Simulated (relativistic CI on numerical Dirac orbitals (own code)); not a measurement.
# Zr: one ion under different settings

How much do the settings matter for Zr? One ion, several inputs.

Program: relativistic CI on numerical Dirac orbitals (own code) version 3. Level of theory: Dirac-Coulomb-Breit CI, KLI orbitals optimised for each configuration, model QED (radiative potential, 1s self-energy scaled to tabulated hydrogen-like ionisation energies), numerical settings as typed. These are calculated values, not measurements, unless marked.

**1. The system**

| Item | Value |
| --- | --- |
| ion | Zr (Zr I) |
| nuclear charge | 40 |
| electrons | 40 |
| isotope | A = 90 |

**2. The usual input**

Input settings:

```ini
atom Zr  Z=40  charge=0  electrons=40
nucleus A=90  rms_radius_fm=4.2694
hamiltonian dirac-coulomb  breit=on  qed=on  c_scale=1
orbitals kli  potential=per-configuration
slater_scale 1
correlation none
mixing on
grid step=0.0125 r_max=201.2
scf mixing=0.4 start=green max_iterations=150 tolerance=2e-08 node_fill=0.05
configurations
  [Kr] 4d2 5s2
end
```

Started as:

```
> python run_levels.py task.json out
```

One command runs all members of the session, one after another, from task.json.

**3. End of the grid 140.84**

Changes to the settings of step 2:

```diff
@@ -7,3 +7,3 @@
 mixing on
-grid step=0.0125 r_max=201.2
+grid step=0.0125 r_max=140.84
 scf mixing=0.4 start=green max_iterations=150 tolerance=2e-08 node_fill=0.05
```

**4. Tolerance 1e-10, speed-of-light factor 2**

Input settings:

```ini
atom Zr  Z=40  charge=0  electrons=40
nucleus A=90  rms_radius_fm=4.2694
hamiltonian dirac-coulomb  breit=on  qed=on  c_scale=2
orbitals kli  potential=per-configuration
slater_scale 1
correlation none
mixing on
grid step=0.0125 r_max=201.2
scf mixing=0.4 start=green max_iterations=150 tolerance=1e-10 node_fill=0.05
configurations
  [Kr] 4d2 5s2
end
```

**5. Grid step 0.04, node fill 0.5, QED terms off**

Input settings:

```ini
atom Zr  Z=40  charge=0  electrons=40
nucleus A=90  rms_radius_fm=4.2694
hamiltonian dirac-coulomb  breit=on  qed=off  c_scale=1
orbitals kli  potential=per-configuration
slater_scale 1
correlation none
mixing on
grid step=0.04 r_max=201.2
scf mixing=0.4 start=green max_iterations=150 tolerance=2e-08 node_fill=0.5
configurations
  [Kr] 4d2 5s2
end
```

**6. Potential mixing 0.2**

Input settings:

```ini
atom Zr  Z=40  charge=0  electrons=40
nucleus A=90  rms_radius_fm=4.2694
hamiltonian dirac-coulomb  breit=on  qed=on  c_scale=1
orbitals kli  potential=per-configuration
slater_scale 1
correlation none
mixing on
grid step=0.0125 r_max=201.2
scf mixing=0.2 start=green max_iterations=150 tolerance=2e-08 node_fill=0.05
configurations
  [Kr] 4d2 5s2
end
```

**7. Nuclear radius 4269.4**

Input settings:

```ini
atom Zr  Z=40  charge=0  electrons=40
nucleus A=90  rms_radius_fm=4269.4000
hamiltonian dirac-coulomb  breit=on  qed=on  c_scale=1
orbitals kli  potential=per-configuration
slater_scale 1
correlation none
mixing on
grid step=0.0125 r_max=201.2
scf mixing=0.4 start=green max_iterations=90 tolerance=2e-08 node_fill=0.05
configurations
  [Kr] 4d2 5s2
end
```

(Steps that only read results are left out.)

**Question.** What will these runs give? Wanted: lowest level, usual settings; total energy; first excitation.

As calculated:

| setting | total energy less usual (Ha) | largest shift of a level among the lowest eight of both runs, same label and place (cm⁻¹) | SCF iterations | time | lowest level | kind of change |
| --- | --- | --- | --- | --- | --- | --- |
| usual | 0 | 0 | 12 | 0.088 s | 4d2 3F2 | - |
| end of the grid 140.84 | 0 | 0 | 12 | 0.085 s | 4d2 3F2 | numerical |
| tolerance 1e-10, speed-of-light factor 2 | 42.2 | 832 | 18 | 0.098 s | 4d2 3F2 | unphysical constant |
| grid step 0.04, node fill 0.5, QED terms off | -1.33 | 446 | 13 | 0.024 s | 4d2 3F2 | model term |
| potential mixing 0.2 | 0 | 0 | 19 | 0.1 s | 4d2 3F2 | numerical |
| nuclear radius 4269.4 | 1.29e+03 | 6340 | 12 | 0.085 s | 4d2 3F2 | unsound |

| quantity | value |
| --- | --- |
| lowest level, usual settings | 4d2 3F2 |
| total energy | -3593.6677 Ha |
| first excitation | 503.3 cm⁻¹ |

Among the runs whose levels can be followed, they move most under «nuclear radius 4269.4» (unsound), by up to 6340 cm⁻¹. No visible change in the result comes from «end of the grid 140.84» or «potential mixing 0.2». «Potential mixing 0.2» costs 19 SCF iterations against 12. Only the listed configurations are in the model. Near neutrality, missing correlation can shift configurations against each other by thousands of cm⁻¹.
